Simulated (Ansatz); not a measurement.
# CH4F2OSi2: a ladder of functionals and wavefunction methods

An exercise on one series of results from a longer session: the logs are not shown, and one member is left open.

Program: Ansatz 0.2.0, Gaussian basis. Level of theory: functionals in def2-TZVPP, the program's frozen cores in correlated methods. These are calculated values, not measurements.

Plan: PBE-D4, r2SCAN-D4, PBE0-D4, B3LYP-D4, ωB97X-V, ωB97M-V, B2PLYP; CCSD(T)/def2-TZVPP; MP2/def2-QZVPP; extrapolation to the limit.

## Structure used throughout

An earlier PBE0-D4 in a triple-zeta def2 set relaxation fixed the geometry.

SMILES `OC1[SiH2][Si]1(F)F`, 10 atoms, charge 0, spin multiplicity 1.

Atoms are counted from 1 here; the program's logs count them from 0.

Bond lengths: O1–C2 1.392 Å, O1–H7 0.961 Å, C2–Si3 1.958 Å, C2–Si4 1.847 Å, C2–H8 1.112 Å, Si3–Si4 2.248 Å, Si3–H9 1.485 Å, Si3–H10 1.485 Å, Si4–F5 1.585 Å, Si4–F6 1.586 Å. Angles: C2–O1–H7 108.9°, O1–C2–Si3 130.2°, O1–C2–Si4 130.2°, O1–C2–H8 114.0°, Si3–C2–Si4 72.3°, Si3–C2–H8 100.6°, Si4–C2–H8 100.2°, C2–Si3–Si4 51.5°, C2–Si3–H9 115.1°, C2–Si3–H10 117.9°, Si4–Si3–H9 111.9°, Si4–Si3–H10 133.9°, H9–Si3–H10 111.9°, C2–Si4–Si3 56.1°, C2–Si4–F5 118.9°, C2–Si4–F6 119.0°, Si3–Si4–F5 116.6°, Si3–Si4–F6 131.9° and more.

Set-up of the first run:

Contents of in.yaml:

```yaml
crystal:
  periodic: [false, false, false]
  atoms:
    - {symbol: O, position_ang: [-1.039159, 0.316638, 1.668009]}
    - {symbol: C, position_ang: [-0.644049, 0.019086, 0.366468]}
    - {symbol: Si, position_ang: [0.883365, -1.018554, -0.284552]}
    - {symbol: Si, position_ang: [0.248962, 1.055166, -0.874916]}
    - {symbol: F, position_ang: [1.158475, 2.248564, -0.364625]}
    - {symbol: F, position_ang: [-0.545861, 1.601460, -2.133555]}
    - {symbol: H, position_ang: [-1.219499, -0.504654, 2.134024]}
    - {symbol: H, position_ang: [-1.457597, -0.394075, -0.269564]}
    - {symbol: H, position_ang: [2.078316, -1.002619, 0.596467]}
    - {symbol: H, position_ang: [0.620146, -2.372212, -0.834756]}
basis:
  gaussian: {orbitals: def2-TZVPP}
hamiltonian: {xc: pbe, dispersion: d4}
output: {forces: true, orbitals: {seedname: orbitals}}
```

Command:

```
> ansatz run in.yaml --threads 4 --pin off --events-out ev --progress --plain --max-ram 10444MiB
```

Steps of the session up to this table: PBE-D4 (GGA); r2SCAN-D4 (meta-GGA); PBE0-D4 (hybrid); B3LYP-D4 (hybrid); ωB97X-V (range-separated); ωB97M-V (range-separated); B2PLYP (double hybrid); CCSD(T) in def2-TZVPP; MP2 in def2-QZVPP.

One of the session's tables, all rows but one given; the rest of the session is left out.

```
            method  atomisation energy (kJ/mol)
            PBE-D4                       3781.0
         r2SCAN-D4                       3720.9
           PBE0-D4                       3684.7
          B3LYP-D4                       3675.4
           ωB97X-V                       3720.3
           ωB97M-V                       3709.7
            B2PLYP                            ?
     HF/def2-TZVPP                       2603.3
    MP2/def2-TZVPP                       3701.0
   CCSD/def2-TZVPP                       3524.6
CCSD(T)/def2-TZVPP                       3591.5
           MP2/CBS                       3823.6
       CCSD(T)/CBS                       3714.1
```

Q: Estimate the row for B2PLYP from the others.

The run gave: atomisation energy (kJ/mol): 3646.9. In the column «atomisation energy (kJ/mol)» it lies between CCSD(T)/def2-TZVPP (3591.5) and B3LYP-D4 (3675.4).
